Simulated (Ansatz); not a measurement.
# BPd4 (P1) in Ansatz: convergence with k mesh

Aim: find how far k mesh must go before the results for BPd4 settle, at LDA. This setting moves, with any that are tied to it; all else stays.

Program: Ansatz 0.2.0. These are calculated values, not measurements. Logs are shortened: lines on timing, memory, paths and dates and some standing lists are left out, and cuts for length are marked.

### 1 The cell of the first run

The typed cell holds 5 atoms: a = 2.892 Å, b = 4.365 Å, c = 5.856 Å, α = 90.00°, β = 90.00°, γ = 90.00°.

The cell comes from a database or a generator and needn't be the stable form of this composition.

The cell isn't the ideal one: atoms moved at random, drawn with an rms of 0.05 Å.

### 2 With k mesh 3 × 2 × 2

File input.yaml:

```yaml
crystal:
  lattice:
    - [2.8920299704, 0.0, 0.0]
    - [0.0, 4.3650077954, 0.0]
    - [0.0, 0.0, 5.856315]
  atoms:
    - { symbol: Pd, position: [0.499786, -0.001328, 0.19797] }
    - { symbol: Pd, position: [0.007242, -0.016285, 0.605666] }
    - { symbol: Pd, position: [0.000885, 0.5186, 0.322941] }
    - { symbol: Pd, position: [0.502022, 0.503426, 0.864526] }
    - { symbol: B, position: [0.497259, -0.005394, 0.865329] }
hamiltonian:
  xc: lda
  pseudopotentials: { kind: paw, level: accurate }
kpoints:
  mp_grid: { grid: [3, 2, 2] }
scf:
  occupations: { method: cold, width: 0.05 }
output:
  forces: true
  stress: true
  eigenvalues: true
```

Potentials or basis: Ansatz PAW earlier set.

The run is started by

```bash
ansatz run input.yaml --threads 2 --pin off --max-ram 5632MiB --backend cpu --events-out ev --progress --plain --runs-dir out
```

Log:

```text
Warning: RAYON_NUM_THREADS=2 ignored (pool sized by the plan → 2); use --threads N
Engine: ansatz 0.2.0, aarch64-unknown-linux-gnu
Pseudopotentials: kind: paw, level: accurate
Pseudopotential: Pd, paw, valence charge 18, recommended cutoff 720 eV (high), Pd.paw.azcp
Pseudopotential: B, paw, valence charge 3, recommended cutoff 760 eV (high), B.paw.azcp
Functional definition: SPW92
  exchange = slater_x
  correlation = pw_c
Crystal: 5 atoms, lattice volume = 73.929 Å³
Basis set: ecut = 760 eV, 3529 PW (Γ)
Bands: 45, of which v1, the nominal top of the filled ones, is band 38 counted from 1 (37 counted from 0)
Symmetry: 1 space group operations
Space group: P1 (ITA 1), of the structure as read, at distance tolerance 4.2e-5 Å
k-points: 8 of 12 (time reversal used)
Non-local potential: Pd, projectors of the file, l = 0: 3, l = 1: 3, l = 2: 2, l = 3: 2
Non-local potential: B, projectors of the file, l = 0: 3, l = 1: 2
PAW form: soft (Blöchl's): semilocal exchange-correlation on the pseudo side does not see the compensation charge
PAW frozen core: Pd, regenerated for the run's functional, and the local potential with it (the file was generated under x = pbe(κ = 0.804, μ = 0.2195149727645171), c = pbe(β = 0.06672455060314922))
PAW frozen core: B, regenerated for the run's functional, and the local potential with it (the file was generated under x = pbe(κ = 0.804, μ = 0.2195149727645171), c = pbe(β = 0.06672455060314922))
PAW one-centre angular grid: Pd, 590 points (default); XC on 96 Gauss nodes
PAW one-centre angular grid: B, 110 points (default); XC on 64 Gauss nodes
Initial density: superposition of atomic densities (chi_scale 0.1, normalization cell, long waves kept (reshape's long-wave potential 0.02 eV rms))
Initial wavefunctions: pseudopotential atomic-orbital guess
Functional: x = slater, c = lda
SCF iter   1: F=—  HF=-27541.748923 eV  |F-HF|=—  |Δ(HF+E_count)|=         —  Δρ=2.14e-1  dr2=4.92e1  ethr=3.10e-3  ⟨swp⟩=6.0  Hψ=1208  notcnv=0  defer=1
preconditioner: auto → Kerker (q_TF=auto, 2.735 Å⁻¹)  [metal: Δε(μ)=0.030 eV  Ē_g=6.992 eV  σ=0.050 eV  W_gap=0.37  n_scr=24 (ndim 8)  ℏωp=28.3 eV  f_vac=0.001  D(μ)=6.14/eV (n_scr^D=72)]
SCF iter   2: F=—  HF=-27534.961263 eV  |F-HF|=—  |Δ(HF+E_count)|=    6.79e0  S|Δr|=    0.00e0  Δρ=1.04e-1  dr2=1.27e1  ethr=3.10e-3  ⟨swp⟩=3.0  Hψ=761  notcnv=0  defer=15
SCF iter   3: F=—  HF=-27532.672684 eV  |F-HF|=—  |Δ(HF+E_count)|=    2.29e0  S|Δr|=    0.00e0  Δρ=2.02e-2  dr2=3.15e-1  ethr=3.10e-3  ⟨swp⟩=2.9  Hψ=676  notcnv=0  defer=17
SCF iter   4: F=—  HF=-27532.609896 eV  |F-HF|=—  |Δ(HF+E_count)|=   6.28e-2  S|Δr|=    0.00e0  Δρ=5.97e-3  dr2=2.33e-2  ethr=4.20e-4  ⟨swp⟩=2.5  Hψ=521  notcnv=0  defer=17
SCF iter   5: F=—  HF=-27532.606632 eV  |F-HF|=—  |Δ(HF+E_count)|=   3.26e-3  S|Δr|=    0.00e0  Δρ=1.58e-3  dr2=3.60e-3  ethr=3.11e-5  ⟨swp⟩=2.6  Hψ=624  notcnv=0  defer=17
SCF iter   6: F=—  HF=-27532.606123 eV  |F-HF|=—  |Δ(HF+E_count)|=   5.09e-4  S|Δr|=    0.00e0  Δρ=5.93e-4  dr2=2.38e-4  ethr=4.80e-6  ⟨swp⟩=1.2  Hψ=365  notcnv=0  defer=17
SCF iter   7: F=—  HF=-27532.606073 eV  |F-HF|=—  |Δ(HF+E_count)|=   4.98e-5  S|Δr|=    0.00e0  Δρ=1.44e-4  dr2=1.57e-5  ethr=3.17e-7  ⟨swp⟩=2.0  Hψ=504  notcnv=0  defer=17
SCF iter   8: F=—  HF=-27532.606064 eV  |F-HF|=—  |Δ(HF+E_count)|=   9.16e-6  S|Δr|=    0.00e0  Δρ=3.29e-5  dr2=9.47e-7  ethr=2.09e-8  ⟨swp⟩=2.5  Hψ=527  notcnv=0  defer=17
SCF iter   9: F=—  HF=-27532.606064 eV  |F-HF|=—  |Δ(HF+E_count)|=   1.64e-7  S|Δr|=    0.00e0  Δρ=8.38e-6  dr2=1.01e-7  ethr=1.33e-10  ⟨swp⟩=11.2  Hψ=1514  notcnv=0
SCF iter  10: F=-27532.606064 eV  HF=-27532.606064 eV  |F-HF|=6.39e-9  |Δ(HF+E_count)|=   1.63e-8  S|Δr|=    0.00e0  Δρ=2.43e-6  dr2=9.12e-9  ethr=1.33e-10  ⟨swp⟩=4.1  Hψ=1147  notcnv=0
SCF 1 converged in 10 iterations: F = -27532.606064 eV  dr2 = 9.12e-9
SCF converged after 10 iterations
Stability not checked: this state was not tested for a lower state beside it, because cold or Methfessel-Paxton smearing, or corrected tetrahedra, fill the levels in a way that the test cannot read (fill_not_monotonic; see scf.lower_state_search)
Free energy (F): -27532.606064 eV
Harris-Foulkes:  -27532.606064 eV  (|F-HF|=6.39e-9)
Internal energy: -27532.602513 eV  (E = F + TS)
E sigma→0 (E₀):  -27532.604880 eV
Entropy (-TS):   -0.003551 eV (-0.710 meV/atom)
Fermi energy:    15.304228 eV
--- Per-component energies (eV) ---
  E_band       = -836.625527
  E_kinetic    = 3101.413000
  E_local      = -13037.263413  (includes V_loc(G=0)·N_el)
  E_nonlocal   = 4667.068713
  E_hartree    = 3776.405183
  E_xc         = -984.467994
  E_vxc        = -1194.985282  (∫ρ·V_xc dr)
  E_paw        = -14740.013122  (= ΣΔE_a)
  E_vpaw       = -1925.666954  (= ΣTr[D̂ρ^β])
  E_aug_tail   = 0.000002  (compensation charges beyond the density's cutoff)
  E_ewald      = -10318.517196
  E_core_change = 2.772315  (= ΣΔE_core)
  E_smearing   = -0.003551  (= −TS)
  E_closure    = 0.000000  (closes the sum)
  Σ components = -27532.606064   (vs F -27532.606064, Δ=0.00e0)
--- Forces (eV/Å), atoms counted from 1 ---
  atom   1  Pd     0.02866765     0.60947794     0.12813508
  atom   2  Pd    -0.09652580     0.62039647     1.22959015
  atom   3  Pd    -0.02241039    -1.04642500    -0.68602810
  atom   4  Pd     0.01697090    -0.24351309     0.34329898
  atom   5  B      0.07329917     0.06006812    -1.01503449
  max |Σ_I F_I| component: 3.84e-5 eV/Å
--- Stress (GPa, compression-positive) ---
      -12.168131       0.016677       0.246280
        0.016677     -13.445947      -0.056296
        0.246279      -0.056296     -13.988467
  P = ⅓ Tr σ = -13.2008 GPa (-132.008 kbar)
--- Band table (eV; the first three rows and the last of 8) ---
  k-point 0: bands = ["-68.9593", "-68.8567", "-68.3017", "-68.2163", "-34.9738", "-34.7550", "-34.7452", "-34.6389", "-34.5280", "-34.5085", "-34.4022", "-34.1213", "-33.9766", "-33.9059", "-33.8489", "-33.8415", "6.1394", "9.9151", "10.3614", "10.8256", "10.8749", "11.4382", "11.8629", "12.0526", "12.1543", "12.3369", "12.5395", "13.1606", "13.3029", "13.4345", "13.4907", "13.7255", "13.9533", "14.0703", "14.3664", "14.6437", "14.9050", "15.1248", "15.3710", "15.8417", "20.4715", "20.7292", "21.2065", "21.7229", "24.0664"]
  k-point 1: bands = ["-68.9593", "-68.8567", "-68.3017", "-68.2163", "-34.9719", "-34.7556", "-34.7448", "-34.6386", "-34.5283", "-34.5143", "-34.3975", "-34.1217", "-33.9722", "-33.9057", "-33.8535", "-33.8417", "6.4908", "9.2604", "10.2661", "10.8344", "11.2120", "11.3669", "11.7181", "11.9500", "12.2197", "12.4481", "12.5799", "12.9775", "13.0542", "13.1947", "13.3165", "13.5174", "13.7024", "14.1887", "14.2233", "14.4132", "14.6410", "15.3501", "17.0320", "17.1629", "19.8105", "20.4427", "21.1737", "22.6488", "23.3551"]
  k-point 2: bands = ["-68.9586", "-68.8565", "-68.3018", "-68.2171", "-34.9828", "-34.7504", "-34.7135", "-34.6382", "-34.5240", "-34.4975", "-34.4118", "-34.1628", "-33.9710", "-33.9108", "-33.8434", "-33.8416", "7.1123", "9.5151", "10.1571", "10.9765", "11.0505", "11.5764", "11.6037", "11.6788", "12.2642", "12.3532", "12.6275", "13.0273", "13.1668", "13.3187", "13.4825", "13.6032", "13.7098", "14.1143", "14.3351", "14.4582", "14.6407", "14.7204", "14.9350", "16.8757", "17.5910", "19.2675", "21.3284", "25.6124", "26.2630"]
  k-point 7: bands = ["-68.9513", "-68.8498", "-68.2950", "-68.2103", "-34.9580", "-34.7835", "-34.7257", "-34.7146", "-34.6225", "-34.4870", "-34.4033", "-34.1379", "-33.9934", "-33.9572", "-33.9360", "-33.8405", "8.1446", "9.9755", "10.0704", "10.6136", "10.8867", "11.3396", "11.9536", "12.1067", "12.2694", "12.5585", "12.9015", "12.9499", "13.2384", "13.3776", "13.4639", "13.7600", "14.1902", "14.3010", "14.4828", "14.7896", "15.0916", "16.0405", "16.1607", "16.8350", "17.9980", "21.1891", "21.7222", "24.0240", "24.2507"]
```

Wall time 3.3 s (2 threads of Arm Neoverse V1, shared host); peak memory 0.35 GiB.

What came out:

```
Free energy            : -27532.6061 eV
Pressure               : -13.2 GPa
Largest force          : 1.381 eV/Å
Band gap on the k mesh : none (metal or under the smearing width)
```

### 3 With k mesh 4 × 3 × 2

Edit input.yaml of step 2 so:

```diff
@@ -15,3 +15,3 @@
 kpoints:
-  mp_grid: { grid: [3, 2, 2] }
+  mp_grid: { grid: [4, 3, 2] }
 scf:
```

Potentials or basis: Ansatz PAW earlier set.

The run is started by

```bash
ansatz run input.yaml --threads 2 --pin off --max-ram 5632MiB --backend cpu --events-out ev --progress --plain --runs-dir out
```

Wall time 6.1 s (2 threads of Arm Neoverse V1, shared host); peak memory 0.36 GiB.

Results:

```yaml
Free_energy: -27532.7625 eV
Pressure: -13.4 GPa
Largest_force: 1.167 eV/Å
Band_gap_on_the_k_mesh: none (metal or under the smearing width)
```

### 4 With k mesh 5 × 4 × 3

Edit input.yaml of step 3 so:

```diff
@@ -15,3 +15,3 @@
 kpoints:
-  mp_grid: { grid: [4, 3, 2] }
+  mp_grid: { grid: [5, 4, 3] }
 scf:
```

The run is started by

```bash
ansatz run input.yaml --threads 2 --pin off --max-ram 5632MiB --backend cpu --events-out ev --progress --plain --runs-dir out
```

It took 14 s on 2 threads of Arm Neoverse V1, shared host; peak memory 0.43 GiB.

Results:

```yaml
Free_energy: -27532.7062 eV
Pressure: -13.2 GPa
Largest_force: 1.364 eV/Å
Band_gap_on_the_k_mesh: none (metal or under the smearing width)
```

### 5 With k mesh 7 × 5 × 4

Edit input.yaml of step 4 so:

```diff
@@ -15,3 +15,3 @@
 kpoints:
-  mp_grid: { grid: [5, 4, 3] }
+  mp_grid: { grid: [7, 5, 4] }
 scf:
```

The run is started by

```bash
ansatz run input.yaml --threads 2 --pin off --max-ram 5632MiB --backend cpu --events-out ev --progress --plain --runs-dir out
```

Wall time 30 s (2 threads of Arm Neoverse V1, shared host); peak memory 0.6 GiB.

Results:

- Free energy: -27532.7379 eV
- Pressure: -13.3 GPa
- Largest force: 1.338 eV/Å
- Band gap on the k mesh: none (metal or under the smearing width)

### 6 With k mesh 8 × 6 × 4

Edit input.yaml of step 5 so:

```diff
@@ -15,3 +15,3 @@
 kpoints:
-  mp_grid: { grid: [7, 5, 4] }
+  mp_grid: { grid: [8, 6, 4] }
 scf:
```

Potentials or basis: Ansatz PAW earlier set.

The run is started by

```bash
ansatz run input.yaml --threads 2 --pin off --max-ram 5632MiB --backend cpu --events-out ev --progress --plain --runs-dir out
```

Run time: 48 s. Hardware: 2 threads of Arm Neoverse V1, shared host; peak memory 0.72 GiB.

It converged, with:

* Free energy: -27532.7287 eV
* Pressure: -13.4 GPa
* Largest force: 1.316 eV/Å
* Band gap on the k mesh: none (metal or under the smearing width)

### 7 With k mesh 10 × 7 × 5

Edit input.yaml of step 6 so:

```diff
@@ -15,3 +15,3 @@
 kpoints:
-  mp_grid: { grid: [8, 6, 4] }
+  mp_grid: { grid: [10, 7, 5] }
 scf:
```

The run is started by

```bash
ansatz run input.yaml --threads 2 --pin off --max-ram 5632MiB --backend cpu --events-out ev --progress --plain --runs-dir out
```

Run time: 85 s. Hardware: 2 threads of Arm Neoverse V1, shared host; peak memory 1 GiB.

It converged, with:

```
Free energy            : -27532.7317 eV
Pressure               : -13.3 GPa
Largest force          : 1.339 eV/Å
Band gap on the k mesh : none (metal or under the smearing width)
```

### 8 With k mesh 13 × 8 × 6

Edit input.yaml of step 7 so:

```diff
@@ -15,3 +15,3 @@
 kpoints:
-  mp_grid: { grid: [10, 7, 5] }
+  mp_grid: { grid: [13, 8, 6] }
 scf:
```

The run is started by

```bash
ansatz run input.yaml --threads 2 --pin off --max-ram 5632MiB --backend cpu --events-out ev --progress --plain --runs-dir out
```

It took 2.3 min on 2 threads of Arm Neoverse V1, shared host; peak memory 1.6 GiB.

The run converged. Its results:

```
Free energy            : -27532.7350 eV
Pressure               : -13.3 GPa
Largest force          : 1.324 eV/Å
Band gap on the k mesh : none (metal or under the smearing width)
```

### 9 With k mesh 15 × 10 × 8

Edit input.yaml of step 8 so:

```diff
@@ -15,3 +15,3 @@
 kpoints:
-  mp_grid: { grid: [13, 8, 6] }
+  mp_grid: { grid: [15, 10, 8] }
 scf:
```

Potentials or basis: Ansatz PAW earlier set.

The run is started by

```bash
ansatz run input.yaml --threads 2 --pin off --max-ram 5632MiB --backend cpu --events-out ev --progress --plain --runs-dir out
```

It took 4.8 min on 2 threads of Arm Neoverse V1, shared host; peak memory 2.8 GiB.

Results (log left out):

| Item | Value |
| --- | --- |
| Free energy | -27532.7349 eV |
| Pressure | -13.3 GPa |
| Largest force | 1.325 eV/Å |
| Band gap on the k mesh | none (metal or under the smearing width) |

### 10 The series at a glance

| k mesh | energy less the tightest run, at zero smearing (meV/atom) | pressure (GPa) | largest force (eV/Å) | SCF cycles | CPU time (s) | peak memory (GiB) |
| --- | --- | --- | --- | --- | --- | --- |
| 3 × 2 × 2 | 26.04 | -13.20 | 1.381 | 10 | 6.5 | 0.35 |
| 4 × 3 × 2 | -5.18 | -13.37 | 1.167 | 10 | 12 | 0.36 |
| 5 × 4 × 3 | 5.84 | -13.16 | 1.364 | 10 | 28 | 0.43 |
| 7 × 5 × 4 | -0.66 | -13.28 | 1.338 | 9 | 60 | 0.6 |
| 8 × 6 × 4 | 1.25 | -13.35 | 1.316 | 10 | 95 | 0.72 |
| 10 × 7 × 5 | 0.66 | -13.27 | 1.339 | 10 | 170 | 1 |
| 13 × 8 × 6 | -0.01 | -13.29 | 1.324 | 9 | 270 | 1.6 |
| 15 × 10 × 8 | 0.00 | -13.30 | 1.325 | 9 | 570 | 2.8 |

Against the tightest run, the energy stays within 1 meV/atom from 10 × 7 × 5 on; the pressure stays within 0.1 GPa from 7 × 5 × 4 on; the largest force stays within 0.005 eV/Å from 13 × 8 × 6 on. Meshes of other sizes hit other points, so gaps and Fermi surfaces needn't settle smoothly. The tightest run that finished is the yardstick and may itself not be fully converged.

Caveats: the PAW data sets come from PBE, with cores solved anew for the run's functional, which leaves a small shift of forces and pressure.
